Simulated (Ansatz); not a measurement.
# C3H8AlF: up Jacob's ladder to CCSD(T)

An exercise on one series of results from a longer session: the logs are not shown, and one member is left open.

Computed with Ansatz 0.2.0, Gaussian basis. Level: functionals in def2-TZVPP, the program's frozen cores in correlated methods.

The runs, in order: LDA (SPW92), PBE-D4, revPBE-D4, BLYP-D4, r2SCAN-D4, B97M-V, PBE0-D4, B3LYP-D4, r2SCANh-D4, r2SCAN0-D4, HSE06-D4, BHLYP-D4, CAM-B3LYP-D4, LC-ωPBE, ωB97X-V, ωB97M-V, B2PLYP, PBE-QIDH; CCSD(T)/def2-SVP; CCSD(T)/def2-TZVPP; MP2/def2-QZVPP; extrapolation to the limit; RPA on PBE.

### The geometry

The geometry comes from an earlier relaxation with PBE0-D4 in a triple-zeta def2 set; it is a stationary point, not always the lowest conformer.

13 atoms, charge 0, spin multiplicity 1.

Atoms are counted from 1 here; the program's logs count them from 0.

Bond lengths: C1–C2 1.486 Å, C1–H6 1.092 Å, C1–H7 1.091 Å, C1–H8 1.095 Å, C2–C4 1.341 Å, C2–H9 1.089 Å, F3–Al5 1.670 Å, C4–H10 1.086 Å, C4–H11 1.085 Å, Al5–H12 1.587 Å, Al5–H13 1.587 Å. Angles: C2–C1–H6 110.8°, C2–C1–H7 111.9°, C2–C1–H8 109.3°, H6–C1–H7 109.0°, H6–C1–H8 107.1°, H7–C1–H8 108.5°, C1–C2–C4 125.2°, C1–C2–H9 116.6°, C4–C2–H9 118.2°, C2–C4–H10 121.2°, C2–C4–H11 121.3°, H10–C4–H11 117.4°, F3–Al5–H12 117.0°, F3–Al5–H13 115.7°, H12–Al5–H13 121.7°.

Set-up of the first run:

Contents of in.yaml:

```yaml
crystal:
  periodic: [false, false, false]
  atoms:
    - {symbol: C, position_ang: [-0.998624, -1.376162, -0.424642]}
    - {symbol: C, position_ang: [-0.830119, 0.020179, 0.054626]}
    - {symbol: F, position_ang: [1.146405, 1.699628, 1.920449]}
    - {symbol: C, position_ang: [-0.326024, 1.030428, -0.669872]}
    - {symbol: Al, position_ang: [1.582717, 0.559078, 0.781304]}
    - {symbol: H, position_ang: [-0.539283, -2.083274, 0.269198]}
    - {symbol: H, position_ang: [-0.567971, -1.519946, -1.416365]}
    - {symbol: H, position_ang: [-2.065498, -1.616819, -0.471264]}
    - {symbol: H, position_ang: [-1.185209, 0.236554, 1.061357]}
    - {symbol: H, position_ang: [-0.312132, 2.045387, -0.285124]}
    - {symbol: H, position_ang: [0.014600, 0.878836, -1.688839]}
    - {symbol: H, position_ang: [2.537877, 1.040097, -0.390940]}
    - {symbol: H, position_ang: [1.563661, -0.948887, 1.275014]}
basis:
  gaussian: {orbitals: def2-TZVPP}
hamiltonian: {xc: lda}
output: {orbitals: {seedname: orbitals}}
```

Among the steps run: LDA; PBE-D4 (GGA); revPBE-D4 (GGA); BLYP-D4 (GGA); r2SCAN-D4 (meta-GGA); B97M-V (meta-GGA); PBE0-D4 (hybrid); B3LYP-D4 (hybrid); r2SCANh-D4 (hybrid); r2SCAN0-D4 (hybrid); HSE06-D4 (hybrid); BHLYP-D4 (hybrid); CAM-B3LYP-D4 (range-separated); LC-ωPBE (range-separated); ωB97X-V (range-separated); ωB97M-V (range-separated); B2PLYP (double hybrid); PBE-QIDH (double hybrid).

One table of the session follows, with a row left open; its other results are not shown here.

It belongs to the step «Frontier levels by functional». 

```
  functional  HOMO (eV)  gap (eV)
 LDA (SPW92)      -6.74      4.34
      PBE-D4      -6.68      4.47
   revPBE-D4          ?         ?
     BLYP-D4      -6.60      4.55
   r2SCAN-D4      -6.98      4.97
      B97M-V      -7.06      5.10
     PBE0-D4      -7.96      6.75
    B3LYP-D4      -7.78      6.37
  r2SCANh-D4      -7.45      5.80
  r2SCAN0-D4      -8.16      7.06
    HSE06-D4      -7.55      5.96
    BHLYP-D4      -9.20      9.14
CAM-B3LYP-D4      -9.38      9.34
     LC-ωPBE     -10.73     11.82
     ωB97X-V     -10.39     11.42
     ωB97M-V     -10.17     11.07
```

Estimate the missing values for revPBE-D4.

The run gave: HOMO (eV): -6.63; gap (eV): 4.51. In the column «HOMO (eV)» it lies between PBE-D4 (-6.68) and BLYP-D4 (-6.60).
